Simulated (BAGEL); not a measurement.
**BH2SeF (SMILES FB[SeH]): HF/3-21G (density fitting with qzvpp-jkfit)**

What is the vertical ionisation energy of BH2SeF at HF/3-21G (density fitting with qzvpp-jkfit)? 

The results are computed with BAGEL 1.2.2.

20 further runs of the same task are left out: 4 that didn't finish, 16 set aside as unsound or not needed.

## 1. Starting point

The species is BH2SeF (5 atoms), meant as a singlet with charge 0. SMILES: `FB[SeH]`. The coordinates come from a PBE0-D4/def2-TZVP relaxation. This is one conformer, not always the lowest.

Bond lengths: F1–B2 1.320 Å, B2–Se3 1.934 Å, B2–H4 1.194 Å, Se3–H5 1.467 Å. Angles: F1–B2–Se3 118.0°, F1–B2–H4 119.8°, Se3–B2–H4 122.2°, B2–Se3–H5 93.3°.

## 2. The energy at HF/3-21G (density fitting with qzvpp-jkfit)

job.json reads:

```json
{ "bagel": [

{
  "title": "molecule",
  "basis": "3-21g",
  "df_basis": "qzvpp-jkfit",
  "angstrom": "true",
  "geometry": [
    { "atom": "F", "xyz": [      -0.285900,      -1.627200,       0.824300 ] },
    { "atom": "B", "xyz": [      -0.277500,      -0.532200,       0.087000 ] },
    { "atom": "Se", "xyz": [       1.102200,       0.780000,       0.426200 ] },
    { "atom": "H", "xyz": [      -1.106900,      -0.379300,      -0.757500 ] },
    { "atom": "H", "xyz": [       0.618000,       1.685000,      -0.621400 ] }
  ]
},

{ "title": "hf" },

{ "title": "print", "file": "orbitals.molden", "orbitals": "true" }

]}
```

The run is started by

```sh
$ BAGEL_NUM_THREADS=1 BAGEL job.json > job.out
```

The program printed:

```text
* using 1 threads per process

  ===============================================================
  ===============================================================

  *** Geometry ***

  { "atom" : "F", "xyz" : [     -0.540273,     -3.074962,      1.557701 ] },
  { "atom" : "B", "xyz" : [     -0.524399,     -1.005712,      0.164406 ] },
  { "atom" : "Se", "xyz" : [      2.082856,      1.473986,      0.805401 ] },
  { "atom" : "H", "xyz" : [     -2.091738,     -0.716773,     -1.431468 ] },
  { "atom" : "H", "xyz" : [      1.167851,      3.184189,     -1.174276 ] },

  Number of auxiliary basis functions:      454

  Since a DF basis is specified, we compute 2- and 3-index integrals:
    o Being stored without compression. Storage requirement is 0.007 GB

  Number of basis functions:       44
  Number of electrons      :       50

    * METHOD: MOLECULE                             0.15

  *** RHF ***

  === Nuclear Repulsion ===
   147.9627239064

      * DIIS with orbital gradients will be used.

  === RHF iteration (3-21g) ===
      0      -2513.05941012          0.02271034           0.03
      1      -2513.12341830          0.01369271           0.03
      2      -2513.14599684          0.00133040           0.03
      3      -2513.14658039          0.00022336           0.03
      4      -2513.14660524          0.00007224           0.03
      5      -2513.14660823          0.00002123           0.03
      6      -2513.14660858          0.00000528           0.03
      7      -2513.14660860          0.00000094           0.03
      8      -2513.14660860          0.00000045           0.03
      9      -2513.14660860          0.00000011           0.03
     10      -2513.14660860          0.00000002           0.03
     11      -2513.14660860          0.00000001           0.03
    * SCF iteration converged.

    * Permanent dipole moment:
           (    0.287877,    -0.344556,     0.491315) a.u.

    * METHOD: HF                                   0.49

    * METHOD: PRINT                                0.01

  ===============================================================
```

Run time: 0.79 s. Hardware: 1 thread of Arm Neoverse V1, shared host.

## 3. The doublet cation at the same level

hf.json reads:

```json
{ "bagel": [

{
  "title": "molecule",
  "basis": "3-21g",
  "df_basis": "qzvpp-jkfit",
  "angstrom": "true",
  "geometry": [
    { "atom": "F", "xyz": [      -0.285900,      -1.627200,       0.824300 ] },
    { "atom": "B", "xyz": [      -0.277500,      -0.532200,       0.087000 ] },
    { "atom": "Se", "xyz": [       1.102200,       0.780000,       0.426200 ] },
    { "atom": "H", "xyz": [      -1.106900,      -0.379300,      -0.757500 ] },
    { "atom": "H", "xyz": [       0.618000,       1.685000,      -0.621400 ] }
  ]
},

{
  "title": "uhf",
  "charge": 1,
  "nopen": 1
},

{
  "title": "print",
  "file": "orbitals.molden",
  "orbitals": "true"
}

]}
```

The run is started by

```sh
$ BAGEL_NUM_THREADS=1 BAGEL hf.json > hf.out
```

The program printed:

```text
* using 1 threads per process

  ===============================================================
  ===============================================================

  *** Geometry ***

  { "atom" : "F", "xyz" : [     -0.540273,     -3.074962,      1.557701 ] },
  { "atom" : "B", "xyz" : [     -0.524399,     -1.005712,      0.164406 ] },
  { "atom" : "Se", "xyz" : [      2.082856,      1.473986,      0.805401 ] },
  { "atom" : "H", "xyz" : [     -2.091738,     -0.716773,     -1.431468 ] },
  { "atom" : "H", "xyz" : [      1.167851,      3.184189,     -1.174276 ] },

  Number of auxiliary basis functions:      454

  Since a DF basis is specified, we compute 2- and 3-index integrals:
    o Being stored without compression. Storage requirement is 0.007 GB

  Number of basis functions:       44
  Number of electrons      :       50

    * METHOD: MOLECULE                             0.15

  *** Open-shell HF ***

  === Nuclear Repulsion ===
   147.9627239064

      * DIIS with orbital gradients will be used.

  === UHF iteration (3-21g) ===
      0      -2512.67401664          0.04944014           0.06
      1      -2512.76915027          0.03265976           0.06
      2      -2512.78969479          0.02089323           0.06
      3      -2512.80239795          0.00092782           0.06
      4      -2512.80260223          0.00017980           0.06
      5      -2512.80263659          0.00005149           0.06
      6      -2512.80265190          0.00001123           0.06
      7      -2512.80265648          0.00000470           0.06
      8      -2512.80265885          0.00000242           0.06
      9      -2512.80265984          0.00000134           0.06
     10      -2512.80266023          0.00000046           0.06
     11      -2512.80266029          0.00000015           0.06
     12      -2512.80266029          0.00000008           0.06
     13      -2512.80266030          0.00000004           0.06
     14      -2512.80266030          0.00000002           0.06
     15      -2512.80266030          0.00000001           0.06
     16      -2512.80266030          0.00000001           0.06
    * SCF iteration converged.

    * S^2 (UHF) is 0.7560

    * Permanent dipole moment:
           (    0.173130,    -0.964516,     0.810490) a.u.

    * METHOD: UHF                                  1.16

    * METHOD: PRINT                                0.01

  ===============================================================
```

It took 1.4 s on 1 thread of Arm Neoverse V1, shared host.

## 4. Summary of results

Level: HF/3-21G (density fitting with qzvpp-jkfit).

```
                                          quantity           value
                      singlet BH2SeF: total energy  -2513.14661 Eh
                     singlet BH2SeF: dipole moment          1.69 D
                       singlet BH2SeF: HOMO energy       -10.24 eV
                       singlet BH2SeF: LUMO energy         3.09 eV
                     singlet BH2SeF: HOMO–LUMO gap        13.33 eV
                      doublet cation: total energy  -2512.80266 Eh
                              doublet cation: ⟨S²⟩           0.756
vertical ionisation energy (to the doublet cation)        9.359 eV
```

Removing an electron at fixed nuclei costs 9.36 eV (216 kcal/mol). −ε(HOMO) before ionisation, 10.24 eV, is 0.88 eV above this ionisation energy.
